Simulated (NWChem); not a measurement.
**C2H3BF (SMILES C=[C]BF) at 3 levels**

We compute a comparison of 3 runs (UHF/STO-3G, UHF/3-21G, UB3LYP/6-31G*) of C2H3BF. 

Program for the calculation: NWChem 7.3.0.

**1. The molecule**

C2H3BF: 7 atoms, total charge 0, spin state doublet. As SMILES, `C=[C]BF`. The shape is that of a GFN2-xTB optimisation.

Bond lengths: C1–C2 1.284 Å, C2–B3 1.482 Å, B3–F4 1.336 Å, C1–H5 1.085 Å, C1–H6 1.085 Å, B3–H7 1.175 Å. Angles: C1–C2–B3 178.7°, C2–B3–F4 119.5°, C2–C1–H5 123.1°, C2–C1–H6 123.2°, C2–B3–H7 123.2°, F4–B3–H7 117.2°, H5–C1–H6 113.7°.

**2. Energy and forces at UHF/STO-3G (run 1)**

The input, work.xyz:

```xyz
7

C     -0.739240     1.166810     0.113650
C     -0.055700     0.085330     0.002100
B      0.727900    -1.161970    -0.160850
F      1.279660    -1.738220     0.911270
H     -0.299040     2.156100     0.042360
H     -1.809590     1.177770     0.290350
H      0.896010    -1.685820    -1.198900
```

The input, work.nw:

```
start work
memory total 2200 mb

geometry units angstrom noautosym nocenter noautoz
  load work.xyz
end

basis spherical bse
  * library STO-3G
end

scf
  doublet
  uhf
  thresh 1e-08
  maxiter 80
end

task scf gradient
```

Run with:

```sh
$ nwchem work.nw > work.out
```

The log of the run:

```text
[...]
  functions       =    23
[...]
  wavefunction    = UHF
[...]
         Total SCF energy =   -198.920938718834
      One electron energy =   -450.263583895155
      Two electron energy =    162.725333235420
 Nuclear repulsion energy =     88.617311940901
                       Sz =      0.5000
                 Sz(Sz+1) =      0.7500
                      S^2 =      1.0438
[...]
                         UHF ENERGY GRADIENTS
    atom               coordinates                        gradient
                 x          y          z           x          y          z
   1 C      -1.396961   2.204951   0.214767    0.031523  -0.050512  -0.005223
   2 C      -0.105258   0.161250   0.003968   -0.020006   0.032817   0.007067
   3 B       1.375532  -2.195805  -0.303962   -0.027691   0.036247  -0.025416
   4 F       2.418207  -3.284760   1.722051    0.013096  -0.013403   0.026619
   5 H      -0.565104   4.074438   0.080049   -0.002129  -0.001561   0.000287
   6 H      -3.419629   2.225663   0.548682    0.002454   0.001423  -0.000479
   7 H       1.693213  -3.185738  -2.265592    0.002752  -0.005011  -0.002856
[...]
```

Wall time 2.6 s (1 thread of Intel Xeon at 2.60GHz (Ice Lake), shared host); peak memory 0.099 GiB.

**3. Energy and forces at UHF/3-21G (run 2)**

The input, test.nw:

```
start test
memory stack 880 mb heap 220 mb global 1100 mb

geometry units angstroms noautosym nocenter noautoz
C       -0.739240       1.166810       0.113650
C       -0.055700       0.085330       0.002100
B        0.727900      -1.161970      -0.160850
F        1.279660      -1.738220       0.911270
H       -0.299040       2.156100       0.042360
H       -1.809590       1.177770       0.290350
H        0.896010      -1.685820      -1.198900
end

basis spherical bse
* library 3-21G
end

scf
doublet
uhf
thresh 1e-08
maxiter 80
print low
end

task scf gradient
```

Run with:

```sh
$ nwchem test.nw > test.out
```

The log of the run:

```text
[...]
  functions       =    42
[...]
  wavefunction    = UHF
[...]
         Total SCF energy =   -200.498039961171
      One electron energy =   -450.053317713348
      Two electron energy =    160.937965811276
 Nuclear repulsion energy =     88.617311940901
                       Sz =      0.5000
                 Sz(Sz+1) =      0.7500
                      S^2 =      0.9219
[...]
                         UHF ENERGY GRADIENTS
    atom               coordinates                        gradient
                 x          y          z           x          y          z
   1 C      -1.396961   2.204951   0.214767    0.020498  -0.032782  -0.002800
   2 C      -0.105258   0.161250   0.003968   -0.004976   0.008668   0.003315
   3 B       1.375532  -2.195805  -0.303962   -0.000711   0.003684   0.009789
   4 F       2.418207  -3.284760   1.722051   -0.010021   0.011560  -0.015088
   5 H      -0.565104   4.074438   0.080049   -0.000978   0.004633   0.000109
   6 H      -3.419629   2.225663   0.548682   -0.003637   0.002955   0.000534
   7 H       1.693213  -3.185738  -2.265592   -0.000175   0.001282   0.004141
 Task  times  cpu:        2.0s     wall:        2.0s
 Total times  cpu:        2.0s     wall:        2.0s
```

Wall time 2.6 s (1 thread of Intel Xeon at 2.60GHz (Ice Lake), shared host); peak memory 0.099 GiB.

**4. Energy and forces at UB3LYP/6-31G(d) (Cartesian functions) (run 3)**

The input, c2h3bf.xyz:

```xyz
7

C     -0.739240     1.166810     0.113650
C     -0.055700     0.085330     0.002100
B      0.727900    -1.161970    -0.160850
F      1.279660    -1.738220     0.911270
H     -0.299040     2.156100     0.042360
H     -1.809590     1.177770     0.290350
H      0.896010    -1.685820    -1.198900
```

The input, c2h3bf.nw:

```
start c2h3bf
memory total 2200 mb
geometry noautosym nocenter noautoz
  load c2h3bf.xyz
end
basis cartesian
  C library 6-31G*
  B library 6-31G*
  F library 6-31G*
  H library 6-31G*
end
dft
  xc b3lyp
  mult 2
  grid xfine
  convergence energy 1e-08
  maxiter 100
  mulliken
end
task dft gradient
```

Run with:

```sh
$ nwchem c2h3bf.nw > c2h3bf.out
```

The log of the run:

```text
[...]
          Wavefunction type:  spin polarized.
          No. of atoms     :     7
          No. of electrons :    29
[...]
          Charge           :     0
          Spin multiplicity:     2
[...]
          AO basis - number of functions:    66
[...]
              XC Information
              --------------
                         B3LYP Method XC Potential
                     Hartree-Fock (Exact) Exchange  0.200
                        Slater Exchange Functional  0.800 local
                    Becke 1988 Exchange Functional  0.720 non-local
              Lee-Yang-Parr Correlation Functional  0.810
                  VWN I RPA Correlation Functional  0.190 local
[...]
 d= 0,ls=0.0,diis     1   -202.6096210365 -2.91D+02  8.45D-03  1.45D-01     3.1
[...]
 d= 0,ls=0.0,diis    13   -202.6756685629 -2.36D-09  3.65D-07  3.54D-10    38.9
[...]
         Total DFT energy =     -202.675668562875
      One electron energy =     -452.029408860085
           Coulomb energy =      187.229660883934
    Exchange-Corr. energy =      -26.493232527625
 Nuclear repulsion energy =       88.617311940901
[...]
      Total Density - Mulliken Population Analysis
     ---------------------------------------------
    Atom       Charge   Shell Charges
 -----------   ------   -------------------------------------------------------
    1 C    6     6.44   1.99  0.70  2.10  0.60  1.04  0.01
    2 C    6     5.84   1.99  0.75  1.93  0.63  0.56 -0.02
    3 B    5     4.82   1.99  0.56  1.43  0.37  0.37  0.10
    4 F    9     9.21   1.99  0.96  3.33  0.88  1.97  0.07
    5 H    1     0.82   0.52  0.30
    6 H    1     0.82   0.52  0.30
    7 H    1     1.06   0.53  0.53
[...]
      <S2> =      0.7560 (Exact =     0.7500)
[...]
  wavefunction    = open shell
                         DFT ENERGY GRADIENTS
    atom               coordinates                        gradient
                 x          y          z           x          y          z
   1 C      -1.396961   2.204951   0.214767    0.009698  -0.015668  -0.001276
   2 C      -0.105258   0.161250   0.003968   -0.003960   0.006549   0.001342
   3 B       1.375532  -2.195805  -0.303962   -0.005263   0.006618  -0.006102
   4 F       2.418207  -3.284760   1.722051   -0.001946   0.002128  -0.003341
   5 H      -0.565104   4.074438   0.080049   -0.004308  -0.005144   0.000668
   6 H      -3.419629   2.225663   0.548682    0.006535   0.001879  -0.001121
   7 H       1.693213  -3.185738  -2.265592   -0.000755   0.003639   0.009829
[...]
```

It took 44 s on 1 thread of Intel Xeon at 2.60GHz (Ice Lake), shared host; peak memory 0.14 GiB.

**5. Overview of the runs**

```tsv
run	level	Cartesian functions	iteration cap	energy (Eh)	dipole moment (D)	HOMO energy (eV)	LUMO energy (eV)	wall time
1	UHF/STO-3G	no	80	-198.920939	0.76	-8.54	5.00	2.6 s
2	UHF/3-21G	no	80	-200.498040	–	–	–	2.6 s
3	UB3LYP/6-31G* (Cartesian functions)	yes	100	-202.675669	1.97	-6.60	-3.29	44 s
```

**6. Summary of results**

| quantity | value |
| --- | --- |
| run 3: total energy | -202.67567 Eh |
| run 3: dipole moment | 1.97 D |
| run 3: HOMO energy (highest over α and β) | -6.60 eV |
| run 3: LUMO energy (lowest over α and β) | -3.29 eV |
| run 3: ⟨S²⟩ | 0.756 |
| run 3: largest force on an atom | 0.950 eV/Å |

What this shows: In run 1 the basis is minimal, so the values are rough. Spin contamination of the reference: run 1 ⟨S²⟩ = 1.04, run 2 ⟨S²⟩ = 0.92. All runs together took 50 s, the longest 44 s.
